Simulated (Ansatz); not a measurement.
# C₇H₅BrO₂: small, medium and large basis sets

Aim: see how fast density functionals converge with the basis set for C₇H₅BrO₂.

Computed with Ansatz 0.2.0, Gaussian basis. Level: one geometry, several basis sets.

Plan: PBE0-D4/def2-SVP; ωB97M-V/def2-SVP; PBE0-D4/def2-QZVPP; ωB97M-V/def2-QZVPP; the functionals' def2-TZVPP values are taken from earlier runs.

2 further runs of the same task are left out: 2 set aside as unsound or not needed.

## (1) The geometry

All runs share one geometry, relaxed beforehand with PBE0-D4 in a triple-zeta def2 set.

SMILES `O=C(O)c1ccc(Br)cc1`, 15 atoms, charge 0, spin multiplicity 1.

Atoms are counted from 1 here; the program's logs count them from 0.

Bond lengths: O1–C2 1.203 Å, C2–O3 1.344 Å, C2–C4 1.479 Å, O3–H11 0.967 Å, C4–C5 1.391 Å, C4–C10 1.391 Å, C5–C6 1.382 Å, C5–H12 1.083 Å, C6–C7 1.387 Å, C6–H13 1.082 Å, C7–Br8 1.884 Å, C7–C9 1.386 Å, C9–C10 1.384 Å, C9–H14 1.082 Å, C10–H15 1.082 Å. Angles: O1–C2–O3 122.3°, O1–C2–C4 124.7°, O3–C2–C4 113.0°, C2–O3–H11 106.2°, C2–C4–C5 118.0°, C2–C4–C10 122.2°, C5–C4–C10 119.8°, C4–C5–C6 120.4°, C4–C5–H12 118.7°, C6–C5–H12 120.8°, C5–C6–C7 119.0°, C5–C6–H13 120.8°, C7–C6–H13 120.2°, C6–C7–Br8 119.3°, C6–C7–C9 121.4°, Br8–C7–C9 119.3°, C7–C9–C10 119.1°, C7–C9–H14 120.2° and more.

Coordinates:

```xyz
15
C7H5BrO2
O     2.9674   -0.1610   -0.4536
C     1.9002   -0.6311   -0.7509
O     1.7800   -1.6467   -1.6236
C     0.6003   -0.1729   -0.2142
C     0.6050    0.8757    0.6998
C    -0.5803    1.3443    1.2338
C    -1.7731    0.7530    0.8438
Br   -3.3942    1.3847    1.5662
C    -1.7982   -0.2929   -0.0658
C    -0.6054   -0.7539   -0.5941
H     2.6777   -1.8651   -1.9085
H     1.5536    1.3153    0.9830
H    -0.5837    2.1595    1.9454
H    -2.7403   -0.7396   -0.3556
H    -0.6090   -1.5692   -1.3056
```

## (2) PBE0-D4 in def2-SVP

Contents of in.yaml:

```yaml
crystal:
  periodic: [false, false, false]
  atoms:
    - {symbol: O, position_ang: [2.967432, -0.161043, -0.453643]}
    - {symbol: C, position_ang: [1.900223, -0.631141, -0.750905]}
    - {symbol: O, position_ang: [1.779992, -1.646698, -1.623561]}
    - {symbol: C, position_ang: [0.600343, -0.172881, -0.214248]}
    - {symbol: C, position_ang: [0.605023, 0.875689, 0.699819]}
    - {symbol: C, position_ang: [-0.580331, 1.344273, 1.233801]}
    - {symbol: C, position_ang: [-1.773149, 0.752964, 0.843841]}
    - {symbol: Br, position_ang: [-3.394178, 1.384732, 1.566216]}
    - {symbol: C, position_ang: [-1.798231, -0.292890, -0.065766]}
    - {symbol: C, position_ang: [-0.605371, -0.753867, -0.594118]}
    - {symbol: H, position_ang: [2.677684, -1.865067, -1.908544]}
    - {symbol: H, position_ang: [1.553578, 1.315310, 0.982970]}
    - {symbol: H, position_ang: [-0.583749, 2.159488, 1.945427]}
    - {symbol: H, position_ang: [-2.740275, -0.739622, -0.355640]}
    - {symbol: H, position_ang: [-0.608981, -1.569237, -1.305649]}
basis:
  gaussian: {orbitals: def2-SVP}
hamiltonian: {xc: pbe0, dispersion: d4}
output: {orbitals: {seedname: orbitals}}
```

Command:

```console
> ansatz run in.yaml --threads 4 --pin off --events-out ev --progress --plain --max-ram 41984MiB --backend cpu
```

The runs that follow: ωB97M-V in def2-SVP; PBE0-D4 in def2-QZVPP; ωB97M-V in def2-QZVPP.

Before running them: what should the planned runs give, taken together? Wanted: PBE0-D4: double and triple zeta above quadruple; ωB97M-V: double and triple zeta above quadruple.

**Answer**, as computed:

| quantity | value |
| --- | --- |
| PBE0-D4: double and triple zeta above quadruple | 23.12, 2.01 eV |
| ωB97M-V: double and triple zeta above quadruple | 23.38, 1.91 eV |

What this shows: For PBE0-D4 the step from double to triple zeta gains 21.12 eV and the next only 2.01 eV. These are total energies; as a rule much of such shifts cancels in differences, which this series doesn't test.
